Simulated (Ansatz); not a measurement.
# AlClHI (SMILES [Cl][AlH][I]): a rigid scan of the angle I3–Al2–Cl1

One table from this session's results is given with a row withheld; the runs are named, their logs left out.

Computed with Ansatz 0.2.0, Gaussian basis. Level: single points in def2-TZVPP.

Levels: PBE-D4, r2SCAN-D4, PBE0-D4, B3LYP-D4, wB97M-V, Hartree-Fock, MP2, CCSD, CCSD(T). The scan takes 100.4, 104.9, 109.4, 113.9, 118.4, 122.9, 127.4, 131.9, 136.4°.

Correlated methods freeze the cores. Filled d shells of the heavier atoms are correlated. Core potentials replace the inner electrons past krypton, and spin-orbit coupling is left out. B3LYP uses VWN-RPA correlation.

27 further runs of the same task are left out: 27 set aside as unsound or not needed.

## The system as given

SMILES `[Cl][AlH][I]`, 4 atoms, charge 0, spin multiplicity 1.

Atoms are counted from 1 here; the program's logs count them from 0.

Bond lengths: Cl1–Al2 2.160 Å, Al2–I3 2.562 Å, Al2–H4 1.647 Å. Angles: Cl1–Al2–I3 118.3°, Cl1–Al2–H4 123.2°, I3–Al2–H4 118.5°.

Geometry (Å):

```mol
AlClHI
  3D, bonds by distance, orders not assigned

  4  3  0  0  0  0  0  0  0  0999 V2000
   -2.0722    0.0174   -0.5676 Cl  0  0
    0.0160    0.2011   -0.0448 Al  0  0
    1.2673   -1.9012    0.7154 I   0  0
    0.8445    1.6224   -0.1233 H   0  0
  1  2  8  0
  2  3  8  0
  2  4  8  0
M  END
```

The first run:

Contents of pre/in.yaml:

```yaml
crystal:
  periodic: [false, false, false]
  atoms:
    - {symbol: Cl, position_ang: [-2.072200, 0.017400, -0.567600]}
    - {symbol: Al, position_ang: [0.016000, 0.201100, -0.044800]}
    - {symbol: I, position_ang: [1.267300, -1.901200, 0.715400]}
    - {symbol: H, position_ang: [0.844500, 1.622400, -0.123300]}
basis:
  gaussian: {orbitals: def2-SVP}
hamiltonian: {xc: pbe, dispersion: d4}
relax: {f_tol: 0.03, max_steps: 250}
```

The command line of these runs was not kept.

Steps of the session up to this table: A first relaxation in a small basis; Relaxation at PBE0-D4; The minimum at every level; I3–Al2–Cl1 = 100.4°; I3–Al2–Cl1 = 104.9°; I3–Al2–Cl1 = 109.4°; I3–Al2–Cl1 = 113.9°; I3–Al2–Cl1 = 118.4°; I3–Al2–Cl1 = 122.9°; I3–Al2–Cl1 = 127.4°; I3–Al2–Cl1 = 131.9°; I3–Al2–Cl1 = 136.4°.

One of the session's tables, all rows but one given; the rest of the session is left out.

Energies less that of the minimum at the same level (meV):

```
      angle (°)  PBE-D4  PBE0-D4  B3LYP-D4  wB97M-V  Hartree-Fock
          100.4     211      215       227      213           272
          104.9     115      117       124      115           151
          109.4       ?        ?         ?        ?             ?
          113.9      13       12        14       12            19
          118.4       0        0         0        0             0
118.4 (minimum)       0        0         0        0             0
          122.9      10       11        11       13            10
          127.4      43       46        46       49            47
          131.9      98      104       104      108           112
          136.4     175      186       187      192           206
```

**Question.** Estimate the row for angle (°) = 109.4.

Worked estimate for «PBE-D4». A straight line through the neighbours (104.9, 115) and (113.9, 13) gives 115 + (13 − 115) × (109.4 − 104.9) / (113.9 − 104.9) = 64; a parabola fitted to 4 rows on both sides gives 50.

The run gave: PBE-D4: 50; PBE0-D4: 51; B3LYP-D4: 54; wB97M-V: 49; Hartree-Fock: 68. In «PBE-D4» the line misses by +14 and the parabola by +0.
